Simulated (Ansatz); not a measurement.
# CH₇AlBFSi: a ladder of functionals and wavefunction methods

One table from this session's results is given with a row withheld; the runs are named, their logs left out.

The runs use Ansatz 0.2.0, Gaussian basis; functionals in def2-TZVPP, the program's frozen cores in correlated methods.

Levels to be run: LDA (SPW92), PBE-D4, revPBE-D4, BLYP-D4, r2SCAN-D4, B97M-V, PBE0-D4, B3LYP-D4, r2SCANh-D4, r2SCAN0-D4, HSE06-D4, BHLYP-D4, CAM-B3LYP-D4, LC-ωPBE, ωB97X-V, ωB97M-V, B2PLYP, PBE-QIDH; CCSD(T)/def2-SVP; CCSD(T)/def2-TZVPP; MP2/def2-QZVPP; extrapolation to the limit; RPA on PBE.

## The geometry

The geometry comes from an earlier relaxation with PBE0-D4 in a triple-zeta def2 set; it is a stationary point, not always the lowest conformer.

SMILES `[BH2][Al]([CH3])[SiH2]F`, 12 atoms, charge 0, spin multiplicity 1.

Atoms are counted from 1 here; the program's logs count them from 0.

Bond lengths: B1–Al2 2.113 Å, B1–H6 1.200 Å, B1–H7 1.200 Å, Al2–C3 1.962 Å, Al2–Si4 2.481 Å, C3–H8 1.095 Å, C3–H9 1.095 Å, C3–H10 1.092 Å, Si4–F5 1.617 Å, Si4–H11 1.494 Å, Si4–H12 1.494 Å. Angles: Al2–B1–H6 122.8°, Al2–B1–H7 122.7°, H6–B1–H7 114.4°, B1–Al2–C3 125.8°, B1–Al2–Si4 117.5°, C3–Al2–Si4 116.6°, Al2–C3–H8 110.2°, Al2–C3–H9 110.6°, Al2–C3–H10 113.5°, H8–C3–H9 106.4°, H8–C3–H10 107.9°, H9–C3–H10 108.0°, Al2–Si4–F5 110.9°, Al2–Si4–H11 113.2°, Al2–Si4–H12 113.2°, F5–Si4–H11 106.5°, F5–Si4–H12 106.5°, H11–Si4–H12 106.0°.

Set-up of the first run:

Contents of in.yaml:

```yaml
crystal:
  periodic: [false, false, false]
  atoms:
    - {symbol: B, position_ang: [0.072781, 2.370262, 0.045480]}
    - {symbol: Al, position_ang: [0.212199, 0.263677, 0.134624]}
    - {symbol: C, position_ang: [1.608642, -0.757303, 1.060613]}
    - {symbol: Si, position_ang: [-1.543841, -1.052642, -1.022839]}
    - {symbol: F, position_ang: [-2.617679, -0.078533, -1.739904]}
    - {symbol: H, position_ang: [0.566451, 3.017281, -0.836923]}
    - {symbol: H, position_ang: [-0.541717, 3.014996, 0.850292]}
    - {symbol: H, position_ang: [1.165263, -1.376794, 1.847784]}
    - {symbol: H, position_ang: [2.105279, -1.445489, 0.368645]}
    - {symbol: H, position_ang: [2.374262, -0.128727, 1.519853]}
    - {symbol: H, position_ang: [-1.002843, -1.946126, -2.091467]}
    - {symbol: H, position_ang: [-2.321800, -1.935902, -0.102159]}
basis:
  gaussian: {orbitals: def2-TZVPP}
hamiltonian: {xc: lda}
output: {orbitals: {seedname: orbitals}}
```

The run is started by

```console
ansatz run in.yaml --threads 4 --pin off --events-out ev --progress --plain --max-ram 10444MiB
```

Steps of the session up to this table: LDA; PBE-D4 (GGA); revPBE-D4 (GGA); BLYP-D4 (GGA); r2SCAN-D4 (meta-GGA); B97M-V (meta-GGA); PBE0-D4 (hybrid); B3LYP-D4 (hybrid); r2SCANh-D4 (hybrid); r2SCAN0-D4 (hybrid); HSE06-D4 (hybrid); BHLYP-D4 (hybrid); CAM-B3LYP-D4 (range-separated); LC-ωPBE (range-separated); ωB97X-V (range-separated); ωB97M-V (range-separated); B2PLYP (double hybrid); PBE-QIDH (double hybrid).

One table of the session follows, with a row left open; its other results are not shown here.

It belongs to the step «Orbital energies across the functionals». 

| functional | HOMO (eV) | LUMO (eV) | gap (eV) |
| --- | --- | --- | --- |
| LDA (SPW92) | -6.00 | -3.64 | 2.36 |
| PBE-D4 | -5.91 | -3.36 | 2.55 |
| revPBE-D4 | -5.87 | -3.25 | 2.62 |
| BLYP-D4 | -5.79 | -3.18 | 2.61 |
| r2SCAN-D4 | -6.13 | -3.05 | 3.08 |
| B97M-V | -6.15 | -3.20 | 2.96 |
| PBE0-D4 | -6.99 | -2.41 | 4.58 |
| B3LYP-D4 | -6.81 | -2.59 | 4.23 |
| r2SCANh-D4 | -6.53 | -2.72 | 3.81 |
| r2SCAN0-D4 | -7.13 | -2.23 | 4.89 |
| HSE06-D4 | -6.60 | -2.79 | 3.81 |
| BHLYP-D4 | ? | ? | ? |
| CAM-B3LYP-D4 | -8.26 | -1.30 | 6.96 |
| LC-ωPBE | -9.53 | -0.13 | 9.40 |
| ωB97X-V | -9.21 | -0.24 | 8.97 |
| ωB97M-V | -8.98 | -0.53 | 8.45 |

Q: Estimate the row for BHLYP-D4 from the others.

Worked estimate for «HOMO (eV)». Against the share of exact exchange, BLYP-D4 (0, -5.79), B3LYP-D4 (0.2, -6.81) give a slope of -5.10 per unit share; at 0.5 the line stands at -8.34.

The run gave: HOMO (eV): -7.99; LUMO (eV): -1.36; gap (eV): 6.63. In «HOMO (eV)» the line misses by -0.35.
